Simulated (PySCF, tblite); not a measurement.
# C2H6BrFGe: geometry, infrared bands, NMR shifts and spin-spin couplings

What infrared bands, NMR shifts and spin-spin couplings should C2H6BrFGe (`C[C@H](F)[GeH2][Br]`) show?

The runs use tblite 0.8.0 and PySCF 2.14.0, with density-fitted response routines of our own; the level of theory stands in each step. All values are computed, except where a source is named. Atoms count from 0, in the outputs and in this text.

### 1 Starting geometry

11 atoms, charge 0, multiplicity 1; geometry from: force field or distance geometry start.

Bonds of the start (Å): C0–C1 1.52, C1–F2 1.39, C1–Ge3 1.95, Ge3–Br4 2.32, C0–H5 1.11, C0–H6 1.11, C0–H7 1.11, C1–H8 1.10, Ge3–H9 1.56, Ge3–H10 1.55.

### 2 Relaxing the molecule with GFN2-xTB

The job: settings as JSON, then the geometry in Å.

```
{"job": {"kind": "relax", "xc": "GFN2-xTB", "basis": "xTB"}, "charge": 0, "multiplicity": 1}
C     -1.233600     0.511800     0.446800
C     -0.464700    -0.354000    -0.533100
F     -0.930000    -1.658000    -0.469700
Ge     1.434600    -0.352900    -0.073300
Br     2.302500     1.785700    -0.288200
H     -0.882900     1.562000     0.397400
H     -1.127700     0.137000     1.481200
H     -2.312900     0.505800     0.181800
H     -0.574600     0.029100    -1.554500
H      1.607100    -0.839200     1.403600
H      2.187600    -1.324700    -1.017900
```

Run with:

```sh
$ OMP_NUM_THREADS=1 python probes_run.py task.json out
```

One launch serves the whole session: the jobs run in the order shown.

**Question.** This job is followed by: GFN2-xTB harmonic vibrations, gas phase; GIAO PBE0/pcSseg-1 NMR shielding, non-relativistic, gas phase; B3LYP/pcJ-1 Br:pcSseg-1 Ge:pcSseg-1 indirect spin-spin coupling, non-relativistic, gas phase. What will the session give for the following? strongest single infrared mode (GFN2-xTB); zero-point energy (GFN2-xTB); 13C shifts against TMS (PBE0/pcSseg-1); 1H shifts against TMS (PBE0/pcSseg-1, means over atoms taken as alike); 19F shifts against CFCl3 (PBE0/pcSseg-1); 73Ge shifts against GeMe4 (PBE0/pcSseg-1); 79Br shifts against HBr (PBE0/pcSseg-1); largest coupling of the table (B3LYP/pcSseg-1+pcJ-1).

The runs gave:

```
                                                              quantity                       value
                             strongest single infrared mode (GFN2-xTB)        649 cm⁻¹, 439 km/mol
                                          zero-point energy (GFN2-xTB)               44.5 kcal/mol
                                13C shifts against TMS (PBE0/pcSseg-1)              95.3, 20.9 ppm
1H shifts against TMS (PBE0/pcSseg-1, means over atoms taken as alike)  5.44, 5.42, 5.17, 1.88 ppm
                              19F shifts against CFCl3 (PBE0/pcSseg-1)                  -232.9 ppm
                             73Ge shifts against GeMe4 (PBE0/pcSseg-1)                     -68 ppm
                               79Br shifts against HBr (PBE0/pcSseg-1)                    -218 ppm
                  largest coupling of the table (B3LYP/pcSseg-1+pcJ-1)    1J(C,F) C1–F2, -240.1 Hz
```

In words: Relaxing lowered the energy by 0.146 eV in 34 steps; the close pair that moved most is C1–Ge3, from 1.954 to 2.011 Å. No mode is imaginary among the 27: a minimum at this level. The strongest single mode, at 649 cm⁻¹, moves mainly H9 and H10. Unscaled tight-binding wavenumbers are off by several per cent, some by more. Its intensities can rank the bands wrongly. C1 (sp3 CH bonded to F and Ge) lies farthest downfield among carbon, at 95.3 ppm; deshielded by the electronegative neighbour. At PBE0/pcSseg-1: The largest span, 215 ppm, is at Br4, where the paramagnetic term is -284 ppm. Of the pairs tabulated at B3LYP/pcSseg-1+pcJ-1, C1–F2 couples most strongly (-240.1 Hz; Fermi contact -295.4 Hz). Couplings across rotatable bonds belong to this one conformer; where others are populated, the observed values are averages. Spin-orbit coupling is left out, which matters for shieldings and couplings at and beside the heavy atoms.
